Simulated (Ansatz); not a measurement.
# AlCo (CsCl type): the cost of one run

Method: DFT PBE, with the methods named in each step, in Ansatz 0.2.0.

### 1 The structure to begin with

The structure is cubic, space group Pm-3m (No. 221). The conventional cell has a = 2.852 Å, b = 2.852 Å, c = 2.852 Å, α = 90.00°, β = 90.00°, γ = 90.00°. Co (site symmetry m-3m) has 8 Al at 2.47 Å as nearest neighbours. Al (site symmetry m-3m) has 8 Co at 2.47 Å as nearest neighbours.

As a file:

```cif
data_structure
_symmetry_space_group_name_H-M 'P 1'
_symmetry_Int_Tables_number 1
_cell_length_a 2.8524
_cell_length_b 2.8524
_cell_length_c 2.8524
_cell_angle_alpha 90.000
_cell_angle_beta 90.000
_cell_angle_gamma 90.000
_cell_volume 23.21
loop_
_atom_site_label
_atom_site_type_symbol
_atom_site_fract_x
_atom_site_fract_y
_atom_site_fract_z
_atom_site_occupancy
Co1 Co 0.00000 0.00000 0.00000 1
Al1 Al 0.50000 0.50000 0.50000 1
```

Whether this phase is the stable one at these pressures isn't tested.

Atoms are numbered in the order of the input: Co1, Al2.

### 2 The reference volume, LAPW

The input, input.yaml:

```yaml
crystal:
  lattice:
    - [2.8523779411, 0.0, 0.0]
    - [0.0, 2.8523779411, 0.0]
    - [0.0, 0.0, 2.8523779411]
  atoms:
    - { symbol: Co, position: [0.0, 0.0, 0.0] }
    - { symbol: Al, position: [0.5, 0.5, 0.5] }
kpoints:
  mp_grid: { grid: [14, 14, 14] }
  band_path:
    path:
      - [0.0, 0.0, 0.0]
      - [0.0, 0.5, 0.0]
      - [0.5, 0.5, 0.0]
      - [0.0, 0.0, 0.0]
      - [0.5, 0.5, 0.5]
      - [0.0, 0.5, 0.0]
      - [0.5, 0.5, 0.5]
      - [0.5, 0.5, 0.0]
    npoints: 14
scf:
  occupations: { method: fermi_dirac, width: 0.08 }
hamiltonian:
  xc: pbe
  pseudopotentials: { kind: all_electron, lapw: { basis_error: 0.001 } }
output:
  forces: true
  stress: true
  eigenvalues: true
  populations: true
  dos: { projected: true, de: 0.2, e_range: [-14, 8] }
```

Command:

```bash
$ ansatz run input.yaml --threads 1 --pin off --max-ram 2048MiB --backend cpu --events-out ev --progress --plain --runs-dir out
```

What time and memory should one allow on 1 thread of Intel Xeon Platinum 8488C (Sapphire Rapids), shared host?

About 17 s, with a peak of 0.43 GiB.
